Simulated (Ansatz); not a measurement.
# CF2O2Si: a ladder of functionals and wavefunction methods

An exercise on one series of results from a longer session: the logs are not shown, and one member is left open.

Program: Ansatz 0.2.0, Gaussian basis. Level of theory: functionals in def2-TZVPP, the program's frozen cores in correlated methods. These are calculated values, not measurements.

The runs, in order: LDA (SPW92), PBE-D4, revPBE-D4, BLYP-D4, r2SCAN-D4, B97M-V, PBE0-D4, B3LYP-D4, r2SCANh-D4, r2SCAN0-D4, HSE06-D4, BHLYP-D4, CAM-B3LYP-D4, LC-ωPBE, ωB97X-V, ωB97M-V, B2PLYP, PBE-QIDH; CCSD(T)/def2-SVP; CCSD(T)/def2-TZVPP; MP2/def2-QZVPP; extrapolation to the limit; RPA on PBE.

## The relaxed structure

All runs share one geometry, relaxed beforehand with PBE0-D4 in a triple-zeta def2 set.

SMILES `O=C1O[Si]1(F)F`, 6 atoms, charge 0, spin multiplicity 1.

Atoms are counted from 1 here; the program's logs count them from 0.

Bond lengths: O1–C2 1.169 Å, C2–O3 1.440 Å, C2–Si4 1.796 Å, O3–Si4 1.647 Å, Si4–F5 1.565 Å, Si4–F6 1.565 Å. Angles: O1–C2–O3 128.6°, O1–C2–Si4 171.4°, O3–C2–Si4 60.0°, C2–O3–Si4 70.8°, C2–Si4–O3 49.2°, C2–Si4–F5 125.7°, C2–Si4–F6 125.7°, O3–Si4–F5 118.1°, O3–Si4–F6 118.1°, F5–Si4–F6 107.0°.

The first run:

The input, in.yaml:

```yaml
crystal:
  periodic: [false, false, false]
  atoms:
    - {symbol: O, position_ang: [1.307603, -1.646418, 0.962296]}
    - {symbol: C, position_ang: [0.629548, -0.835710, 0.462605]}
    - {symbol: O, position_ang: [-0.625133, -1.010617, -0.222484]}
    - {symbol: Si, position_ang: [-0.225017, 0.586529, -0.224433]}
    - {symbol: F, position_ang: [0.092483, 1.265795, -1.598542]}
    - {symbol: F, position_ang: [-1.137284, 1.576520, 0.574360]}
basis:
  gaussian: {orbitals: def2-TZVPP}
hamiltonian: {xc: lda}
output: {orbitals: {seedname: orbitals}}
```

The run is started by

```console
ansatz run in.yaml --threads 2 --pin off --events-out ev --progress --plain --max-ram 4352MiB
```

Among the steps run: LDA; PBE-D4 (GGA); revPBE-D4 (GGA); BLYP-D4 (GGA); r2SCAN-D4 (meta-GGA); B97M-V (meta-GGA); B3LYP-D4 (hybrid); r2SCANh-D4 (hybrid); r2SCAN0-D4 (hybrid); HSE06-D4 (hybrid); BHLYP-D4 (hybrid); CAM-B3LYP-D4 (range-separated); LC-ωPBE (range-separated); ωB97X-V (range-separated); ωB97M-V (range-separated); B2PLYP (double hybrid); PBE-QIDH (double hybrid).

One of the session's tables, all rows but one given; the rest of the session is left out.

It belongs to the step «Frontier levels by functional». 

```
  functional  HOMO (eV)  LUMO (eV)  gap (eV)
 LDA (SPW92)      -7.21      -2.92      4.29
      PBE-D4      -6.96      -2.60      4.36
   revPBE-D4      -6.87      -2.48      4.38
     BLYP-D4      -6.88      -2.47      4.40
   r2SCAN-D4      -7.22      -2.42      4.80
      B97M-V      -7.26      -2.30      4.96
     PBE0-D4      -8.38      -1.54      6.84
    B3LYP-D4      -8.18      -1.80      6.38
  r2SCANh-D4      -7.76      -2.03      5.73
  r2SCAN0-D4      -8.57      -1.44      7.13
    HSE06-D4          ?          ?         ?
    BHLYP-D4      -9.78      -0.38      9.40
CAM-B3LYP-D4      -9.81      -0.33      9.48
     LC-ωPBE     -11.04       0.96     12.00
     ωB97X-V     -10.71       0.88     11.60
     ωB97M-V     -10.62       0.80     11.42
```

Estimate the missing values for HSE06-D4.

As computed: HOMO (eV): -7.98; LUMO (eV): -1.93; gap (eV): 6.05. In the column «HOMO (eV)» it lies between B3LYP-D4 (-8.18) and r2SCANh-D4 (-7.76).
